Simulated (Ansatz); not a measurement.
**SnO: equation of state**

An exercise on one series of results from a longer session: the logs are not shown, and one member is left open.

Computed with Ansatz 0.2.0 (DFT LDA, scalar-relativistic, unless a step's input says otherwise).

### The system as given

The structure is tetragonal, space group P4/nmm (No. 129). Conventional cell: a = 3.802 Å, b = 3.802 Å, c = 4.836 Å, α = 90.00°, β = 90.00°, γ = 90.00°. Around Sn (site symmetry 4mm) lie 4 O at 2.22 Å. O (site symmetry -4m2) is surrounded by 4 Sn at 2.22 Å.

As a file:

```cif
data_structure
_symmetry_space_group_name_H-M 'P4/nmm:1'
_symmetry_Int_Tables_number 129
_cell_length_a 3.8020
_cell_length_b 3.8020
_cell_length_c 4.8360
_cell_angle_alpha 90.000
_cell_angle_beta 90.000
_cell_angle_gamma 90.000
_cell_volume 69.91
loop_
_atom_site_label
_atom_site_type_symbol
_atom_site_symmetry_multiplicity
_atom_site_Wyckoff_symbol
_atom_site_fract_x
_atom_site_fract_y
_atom_site_fract_z
_atom_site_occupancy
Sn1 Sn 2 c 0.00000 0.50000 0.23850 1
O1 O 2 a 0.00000 0.00000 0.00000 1
```

The file gives the conventional cell by its symmetry; the runs use the cell typed in the input.

Atoms are numbered in the order of the input: Sn1, Sn2, O3, O4.

Set-up of the first run:

input.yaml reads:

```yaml
crystal:
  lattice:
    - [3.7506153226, 0.0, 0.0]
    - [0.0, 3.7506153226, 0.0]
    - [0.0, 0.0, 4.7706406366]
  atoms:
    - { symbol: Sn, position: [0.0, 0.5, 0.2385] }
    - { symbol: Sn, position: [0.5, 0.0, 0.7615] }
    - { symbol: O, position: [0.0, 0.0, 0.0] }
    - { symbol: O, position: [0.5, 0.5, 0.0] }
kpoints:
  mp_grid: { grid: [6, 6, 5] }
  band_path:
    path:
      - [0.0, 0.0, 0.0]
      - [0.0, 0.5, 0.0]
      - [0.5, 0.5, 0.0]
      - [0.0, 0.0, 0.0]
      - [0.0, 0.0, 0.5]
      - [0.0, 0.5, 0.5]
      - [0.5, 0.5, 0.5]
      - [0.0, 0.0, 0.5]
      - [0.0, 0.5, 0.0]
    npoints: 5
scf:
  occupations: { method: fermi_dirac, width: 0.02 }
hamiltonian:
  xc: lda
  pseudopotentials: { kind: all_electron, lapw: { basis_error: 0.0005 } }
output:
  forces: true
  stress: true
  eigenvalues: true
```

Command:

```
$ ansatz run input.yaml --threads 1 --pin off --max-ram 4096MiB --backend cpu --events-out ev --progress --plain --runs-dir out
```

Steps of the session up to this table: Volume × 0.96, LAPW; Volume × 0.96, PAW; Volume × 0.96, crystal datasets; Volume × 0.99, LAPW; Volume × 0.99, PAW; Volume × 0.99, crystal datasets; Volume × 1.02, LAPW; Volume × 1.02, PAW; Volume × 1.02, crystal datasets; Volume × 1.06, LAPW; Volume × 1.06, PAW; Volume × 1.06, crystal datasets.

One table of the session follows, with a row left open; its other results are not shown here.

It belongs to the step «Fits». 

| method | volume (Å³/atom) | pressure (GPa) | largest force (eV/Å) |
| --- | --- | --- | --- |
| LAPW | 16.777 | 1.15 | 0.355 |
| LAPW | 17.302 | -1.92 | 0.119 |
| LAPW | 17.826 | -4.58 | 0.519 |
| LAPW | 18.525 | -7.52 | 0.979 |
| PAW | 16.777 | 1.15 | 0.355 |
| PAW | 17.302 | ? | ? |
| PAW | 17.826 | -4.57 | 0.518 |
| PAW | 18.525 | -7.50 | 0.978 |
| crystal datasets | 16.777 | 1.15 | 0.355 |
| crystal datasets | 17.302 | -1.92 | 0.119 |
| crystal datasets | 17.826 | -4.58 | 0.519 |
| crystal datasets | 18.525 | -7.52 | 0.979 |

Estimate the missing values for PAW, 17.302.

**Answer.** pressure (GPa): -1.91; largest force (eV/Å): 0.119. In the column «pressure (GPa)» it lies between crystal datasets, 17.302 (-1.92) and LAPW, 16.777 (1.15).

To keep in mind: Shape and positions are held, so a fully relaxed modulus can be lower. Warnings in the runs' records: gradients without spin orbit, crystal datasets made.
